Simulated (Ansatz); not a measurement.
# CH5AlF3N: how energies converge with the basis set

The task here is to estimate one member of a computed series from the others.

Program: Ansatz 0.2.0, Gaussian basis. Level of theory: one geometry, several basis sets. These are calculated values, not measurements.

The runs, in order: PBE0-D4/def2-SVP; ωB97M-V/def2-SVP; PBE0-D4/def2-QZVPP; ωB97M-V/def2-QZVPP; the functionals' def2-TZVPP values are taken from earlier runs.

**The relaxed structure**

An earlier PBE0-D4 in a triple-zeta def2 set relaxation fixed the geometry.

SMILES `C[NH2+][Al-]([F])([F])[F]`, 11 atoms, charge 0, spin multiplicity 1.

Atoms are counted from 1 here; the program's logs count them from 0.

Bond lengths: C1–N2 1.477 Å, C1–H7 1.091 Å, C1–H8 1.089 Å, C1–H9 1.089 Å, N2–Al3 1.983 Å, N2–H10 1.016 Å, N2–H11 1.016 Å, Al3–F4 1.659 Å, Al3–F5 1.657 Å, Al3–F6 1.659 Å. Angles: N2–C1–H7 111.7°, N2–C1–H8 108.5°, N2–C1–H9 108.5°, H7–C1–H8 109.8°, H7–C1–H9 109.8°, H8–C1–H9 108.5°, C1–N2–Al3 112.9°, C1–N2–H10 110.2°, C1–N2–H11 110.2°, Al3–N2–H10 108.6°, Al3–N2–H11 108.5°, H10–N2–H11 106.1°, N2–Al3–F4 100.6°, N2–Al3–F5 101.2°, N2–Al3–F6 100.6°, F4–Al3–F5 116.7°, F4–Al3–F6 116.2°, F5–Al3–F6 116.7°.

Set-up of the first run:

Input file in.yaml:

```yaml
crystal:
  periodic: [false, false, false]
  atoms:
    - {symbol: C, position_ang: [-0.016884, -1.100681, 0.845500]}
    - {symbol: N, position_ang: [0.633127, -0.270144, -0.188982]}
    - {symbol: Al, position_ang: [-0.451842, 1.307510, -0.706057]}
    - {symbol: F, position_ang: [-1.826442, 0.564361, -1.261876]}
    - {symbol: F, position_ang: [0.525883, 2.012281, -1.842875]}
    - {symbol: F, position_ang: [-0.577840, 2.084127, 0.753994]}
    - {symbol: H, position_ang: [0.595363, -1.962206, 1.114938]}
    - {symbol: H, position_ang: [-0.979254, -1.438035, 0.463929]}
    - {symbol: H, position_ang: [-0.191357, -0.483467, 1.725353]}
    - {symbol: H, position_ang: [1.539473, 0.053496, 0.138163]}
    - {symbol: H, position_ang: [0.815172, -0.824243, -1.021488]}
basis:
  gaussian: {orbitals: def2-SVP}
hamiltonian: {xc: pbe0, dispersion: d4}
output: {orbitals: {seedname: orbitals}}
```

Steps of the session up to this table: PBE0-D4 in def2-SVP; ωB97M-V in def2-SVP; PBE0-D4 in def2-QZVPP; ωB97M-V in def2-QZVPP.

One of the session's tables, all rows but one given; the rest of the session is left out.

It belongs to the step «Density functionals: the series». 

| functional | basis | HOMO (eV) | LUMO (eV) |
| --- | --- | --- | --- |
| PBE0-D4 | def2-SVP | -9.90 | 0.26 |
| PBE0-D4 | def2-TZVPP | -10.27 | -0.22 |
| PBE0-D4 | def2-QZVPP | ? | ? |
| ωB97M-V | def2-SVP | -12.40 | 1.85 |
| ωB97M-V | def2-TZVPP | -12.67 | 1.21 |
| ωB97M-V | def2-QZVPP | -12.72 | 0.68 |

**Question.** Estimate the row for PBE0-D4, def2-QZVPP.

The run gave: HOMO (eV): -10.31; LUMO (eV): -0.51. In the column «HOMO (eV)» it lies between ωB97M-V, def2-SVP (-12.40) and PBE0-D4, def2-TZVPP (-10.27).
